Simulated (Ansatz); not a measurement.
# SiNi2 (Pnma) in Ansatz: relaxation of the atoms with PBE

Aim: the relaxation of the atoms of SiNi2 with PBE.

All numbers are computed with Ansatz 0.2.0; they aren't measurements. Logs are shortened: lines on timing, memory, paths and dates and some standing lists are left out, and cuts for length are marked.

## (1) The cell of the first run

Symmetry: Pnma, No. 62, orthorhombic system. The conventional cell has a = 4.940 Å, b = 3.720 Å, c = 7.030 Å, α = 90.00°, β = 90.00°, γ = 90.00°. Ni (site symmetry m) is surrounded by 4 Si at 2.28 to 2.31 Å and 4 Ni at 2.53 to 2.61 Å. Around Ni (site symmetry m) lie 5 Si at 2.33 to 2.56 Å and 6 Ni at 2.53 to 2.61 Å. Si (site symmetry m) is surrounded by 9 Ni at 2.28 to 2.56 Å.

## (2) Relaxation of the atoms, PBE, collinear spin, ferromagnetic start (strained by -1 %)

File input.yaml:

```yaml
crystal:
  lattice:
    - [4.9401, 0.0, 0.0]
    - [0.0, 3.72, 0.0]
    - [0.0, 0.0, 7.03]
  atoms:
    - { symbol: Ni, position: [0.325, 0.75, 0.937], spin: 1.0 }
    - { symbol: Ni, position: [0.675, 0.25, 0.063], spin: 1.0 }
    - { symbol: Ni, position: [0.175, 0.25, 0.437], spin: 1.0 }
    - { symbol: Ni, position: [0.825, 0.75, 0.563], spin: 1.0 }
    - { symbol: Ni, position: [0.458, 0.75, 0.297], spin: 1.0 }
    - { symbol: Ni, position: [0.542, 0.25, 0.703], spin: 1.0 }
    - { symbol: Ni, position: [0.042, 0.25, 0.797], spin: 1.0 }
    - { symbol: Ni, position: [0.958, 0.75, 0.203], spin: 1.0 }
    - { symbol: Si, position: [0.786, 0.75, 0.886] }
    - { symbol: Si, position: [0.214, 0.25, 0.114] }
    - { symbol: Si, position: [0.714, 0.25, 0.386] }
    - { symbol: Si, position: [0.286, 0.75, 0.614] }
hamiltonian:
  xc: pbe
  pseudopotentials: { kind: paw }
magnetization:
  spin_polarized: true
kpoints:
  mp_grid: { grid: [5, 5, 3] }
scf:
  occupations: { method: fermi_dirac, width: 0.05 }
output:
  forces: true
  stress: true
  eigenvalues: true
  write_density: true
  write_potential: true
  elf: true
  volumetric_format: npy
relax:
  f_tol: 0.01
  max_steps: 40
```

Potentials or basis: Ansatz PAW.

Launch:

```bash
ansatz run input.yaml --threads 4 --pin off --max-ram 11264MiB --backend cpu --events-out ev --progress --plain --runs-dir out
```

The program printed:

```text
Warning: output.stress: scf.convergence.dr2_threshold = 1e-7 eV (the SCF's general default) is looser than the 1.2e-9 eV advised for a printed stress (1e-10 eV for each atom of the cell: 12). What an SCF threshold leaves in a stress goes as its square root, and in the free energy as the threshold itself, and one threshold admits the most on a small cell: of the crystals measured, under no hybrid functional and no lock of the moments, on runs that ended without the residual-converged pass, on stresses that held no estimate of that error, the worst erred by over 100 MPa in a component at 1e-7 eV an atom and by under 5 at 1e-10. Every solve of this run answers to scf.convergence.dr2_threshold, and the tensor of one is reported: a single SCF on the reported geometry and on this run's grids (its basis.xc_grid and basis.ecutrho_ratio typed), with scf.convergence.dr2_threshold at 1.2e-9 eV or tighter, prints it and tightens no other solve. Else set scf.convergence.dr2_threshold to 1.2e-9 eV or tighter. The threshold is an SCF's pass mark: one that does not reach it within its budget of iterations ends unconverged, or closes short of it on a stop that the run arms, and scf.convergence.dr2_threshold's page says what that costs each kind of run
Warning: RAYON_NUM_THREADS=4 ignored (pool sized by the plan → 4); use --threads N
Engine: ansatz 0.2.0, aarch64-unknown-linux-gnu
Pseudopotentials: kind: paw
Pseudopotential: Ni, paw, valence charge 18, recommended cutoff 420 eV (normal), Ni.paw.azcp
Pseudopotential: Si, paw, valence charge 4, recommended cutoff 420 eV (normal), Si.paw.azcp
Functional definition: PBE
  parameter kappa = 0.804
  parameter beta = 0.06672455060314922
  exchange = pbe_x(kappa = kappa, mu = beta*pi^2/3)
  correlation = pbe_c(beta = beta)
Crystal: 12 atoms, lattice volume = 129.192 Å³
[... 143 lines left out ...]
  k-point 1 ↑: bands = ["-86.0652", "-86.0648", "-86.0602", "-86.0602", "-85.9281", "-85.9278", "-85.9197", "-85.9197", "-46.5448", "-46.5438", "-46.5389", "-46.5369", "-46.4950", "-46.4886", "-46.4662", "-46.4609", "-46.4414", "-46.4409", "-46.4138", "-46.4124", "-46.4019", "-46.4012", "-46.3976", "-46.3973", "-46.3697", "-46.3660", "-46.3167", "-46.3167", "-46.2750", "-46.2709", "-46.2386", "-46.2377", "5.0320", "5.9628", "8.7210", "9.2826", "10.9356", "11.4388", "11.5480", "12.1605", "12.6341", "12.7752", "12.9697", "13.0959", "13.3903", "13.4584", "13.4709", "13.7648", "13.8480", "13.9132", "13.9578", "14.0875", "14.4255", "14.5878", "14.7146", "14.7559", "14.8901", "14.9848", "15.2046", "15.2658", "15.3799", "15.4047", "15.5652", "15.5836", "15.6144", "15.7551", "15.7935", "15.8224", "15.8779", "16.0073", "16.0169", "16.1566", "16.2169", "16.2545", "16.3763", "16.5315", "16.5995", "16.6701", "17.1540", "17.2489", "17.4004", "18.4742", "18.7114", "18.8630", "20.7183", "20.7711", "21.4904", "21.7004", "21.7528", "22.1782", "22.5681", "23.7880", "23.8050", "24.0588", "24.3413", "24.5762", "24.9834", "25.1441", "25.7725", "26.0141", "26.0163"]
  k-point 2 ↑: bands = ["-86.0647", "-86.0642", "-86.0606", "-86.0606", "-85.9283", "-85.9278", "-85.9197", "-85.9197", "-46.5448", "-46.5422", "-46.5417", "-46.5370", "-46.4915", "-46.4849", "-46.4739", "-46.4666", "-46.4383", "-46.4360", "-46.4253", "-46.4242", "-46.3998", "-46.3973", "-46.3919", "-46.3895", "-46.3711", "-46.3645", "-46.3167", "-46.3166", "-46.2748", "-46.2688", "-46.2393", "-46.2378", "5.1252", "7.6063", "7.6431", "9.3513", "11.1417", "11.1558", "12.2055", "12.3348", "12.4278", "12.5038", "12.5125", "12.6294", "13.1556", "13.5450", "13.6659", "13.7620", "13.8622", "14.1152", "14.1606", "14.3196", "14.3294", "14.5016", "14.5691", "14.5814", "14.9830", "14.9862", "15.1132", "15.2418", "15.2687", "15.3430", "15.3642", "15.4604", "15.4858", "15.6658", "15.6966", "15.7694", "15.7787", "15.9053", "15.9060", "16.0258", "16.0264", "16.3125", "16.3212", "16.5082", "16.5153", "16.9203", "16.9236", "17.6124", "17.8400", "18.0307", "18.4948", "18.6081", "19.9089", "20.2723", "20.5005", "21.2642", "21.3712", "22.2513", "22.6830", "23.2472", "23.2683", "24.1546", "24.9424", "25.2015", "25.3923", "25.5865", "25.7854", "26.2639", "26.3427"]
  k-point 17 ↓: bands = ["-86.0632", "-86.0631", "-86.0617", "-86.0617", "-85.9253", "-85.9252", "-85.9227", "-85.9226", "-46.5433", "-46.5429", "-46.5405", "-46.5400", "-46.4828", "-46.4820", "-46.4782", "-46.4775", "-46.4362", "-46.4352", "-46.4352", "-46.4342", "-46.3932", "-46.3923", "-46.3878", "-46.3874", "-46.3477", "-46.3469", "-46.3316", "-46.3311", "-46.2629", "-46.2622", "-46.2536", "-46.2531", "7.3584", "7.8735", "8.2808", "8.5587", "10.2272", "10.5026", "10.9017", "11.1207", "12.2860", "12.7747", "12.9543", "13.2645", "13.3550", "13.3992", "13.5442", "13.6488", "14.0050", "14.1139", "14.2511", "14.3042", "14.3938", "14.4615", "14.5480", "14.6067", "14.7791", "14.8127", "14.9419", "15.0116", "15.2405", "15.3110", "15.3224", "15.4063", "15.5129", "15.5504", "15.6129", "15.6404", "15.7627", "15.8043", "15.8361", "15.8832", "15.9822", "16.0511", "16.1900", "16.2482", "16.7246", "16.8183", "16.8800", "16.9624", "17.4732", "17.6635", "18.0183", "18.6028", "20.0292", "20.3754", "20.6982", "21.4608", "21.5516", "22.1557", "23.0223", "23.3227", "24.3853", "24.6423", "25.0677", "25.5513", "26.1717", "26.6025", "26.6950", "27.1200", "27.5513"]
--- Relaxed structure (5 steps of the walk, 5 accepted, 0 SCFs on fresh bases) ---
  F+E_penalty+E_count = -49267.51125831 eV   max|allowed force component| = 2.785e-3 eV/Å
  atoms:
    - { symbol: Ni, position: [0.32796341202702295, 0.75, 0.9394261278659735] }
    - { symbol: Ni, position: [0.672036587972977, 0.25, 0.060573872134026714] }
    - { symbol: Ni, position: [0.172036587972977, 0.25, 0.43942612786597324] }
    - { symbol: Ni, position: [0.827963412027023, 0.75, 0.5605738721340268] }
    - { symbol: Ni, position: [0.4590479339538383, 0.75, 0.2924685353377302] }
    - { symbol: Ni, position: [0.5409520660461616, 0.25, 0.7075314646622699] }
    - { symbol: Ni, position: [0.04095206604616169, 0.25, 0.7924685353377303] }
    - { symbol: Ni, position: [0.9590479339538382, 0.75, 0.20753146466226988] }
    - { symbol: Si, position: [0.790664304725309, 0.75, 0.8868087154561619] }
    - { symbol: Si, position: [0.20933569527469104, 0.25, 0.11319128454383807] }
    - { symbol: Si, position: [0.709335695274691, 0.25, 0.386808715456162] }
    - { symbol: Si, position: [0.2906643047253089, 0.75, 0.6131912845438382] }
```

v_z.tsv:

```text
# z_ang	v_es[eV]	v_tot_up[eV]	v_tot_dn[eV]
# format = ansatz-planar-average/11
# xc	pbe
# density_cutoff_ev	1680
# datasets	Ni=:simpson_from_first_knot:soft	Si=:simpson_from_first_knot:soft
# lattice	4.940100000	0.000000000	0.000000000
# lattice	0.000000000	3.720000000	0.000000000
# lattice	0.000000000	0.000000000	7.030000000
# sites	12
# site	28	1.620172052	2.790000000	6.604165679
# site	28	3.319927948	0.930000000	0.425834321
# site	28	0.849877948	0.930000000	3.089165679
# site	28	4.090222052	2.790000000	3.940834321
# site	28	2.267742699	2.790000000	2.056053803
# site	28	2.672357301	0.930000000	4.973946197
# site	28	0.202307301	0.930000000	5.571053803
# site	28	4.737792699	2.790000000	1.458946197
# site	14	3.905960732	2.790000000	6.234265270
# site	14	1.034139268	0.930000000	0.795734730
# site	14	3.504189268	0.930000000	2.719265270
# site	14	1.435910732	2.790000000	4.310734730
0.000000	7.031563e0	-5.569506e0	-5.569506e0
0.146458	6.812882e0	-5.742983e0	-5.742983e0
0.292917	6.351898e0	-6.181290e0	-6.181289e0
0.439375	5.852978e0	-6.708874e0	-6.708873e0
0.585833	5.425235e0	-7.176124e0	-7.176123e0
0.732292	5.190255e0	-7.455805e0	-7.455804e0
[... 40 lines left out ...]
6.737083	6.351898e0	-6.181290e0	-6.181289e0
6.883542	6.812882e0	-5.742983e0	-5.742983e0
```

Run time: 59 s. Hardware: 4 threads of Arm Neoverse V2, shared host; peak memory 0.83 GiB.

Results:

| Property | Result |
| --- | --- |
| Free energy | -49267.5113 eV |
| Energy gained by relaxing | 2.9 meV/atom |
| Ionic steps | 5 |
| Pressure after relaxing | 5.1 GPa |
| Largest force after relaxing | 0.003 eV/Å |
| Band gap on the k mesh | none (metal or under the smearing width) |
| Net moment | 0.00 μB per cell |
| Absolute moment | 0.00 μB per cell |

Forces in eV/Å, atoms in the order of the input:
```
Ni   0.001  0.000 -0.002
Ni  -0.001  0.000  0.002
Ni  -0.001  0.000 -0.002
Ni   0.001  0.000  0.002
Ni   0.002  0.000  0.001
Ni  -0.002  0.000 -0.001
Ni  -0.002  0.000  0.001
Ni   0.002  0.000 -0.001
Si   0.002  0.000 -0.003
Si  -0.002  0.000  0.003
Si  -0.002  0.000 -0.003
Si   0.002  0.000  0.003
```

Stress tensor (GPa, compression positive):
```
4.70 0.00 0.00
0.00 5.12 0.00
0.00 0.00 5.33
```

Step by step:
```tsv
step	energy change (eV)	largest force (eV/Å)
1	0.0000	0.3273
2	-0.0206	0.1975
3	-0.0342	0.0278
4	-0.0347	0.0152
5	-0.0348	0.0033
```

Final structure:
```
CELL_PARAMETERS angstrom
4.94010 0.00000 0.00000
0.00000 3.72000 0.00000
0.00000 0.00000 7.03000
ATOMIC_POSITIONS crystal
Ni 0.32796 0.75000 0.93943
Ni 0.67204 0.25000 0.06057
Ni 0.17204 0.25000 0.43943
Ni 0.82796 0.75000 0.56057
Ni 0.45905 0.75000 0.29247
Ni 0.54095 0.25000 0.70753
Ni 0.04095 0.25000 0.79247
Ni 0.95905 0.75000 0.20753
Si 0.79066 0.75000 0.88681
Si 0.20934 0.25000 0.11319
Si 0.70934 0.25000 0.38681
Si 0.29066 0.75000 0.61319
```

Caveat: the starting moments weren't kept; the thresholds are loose for stress.
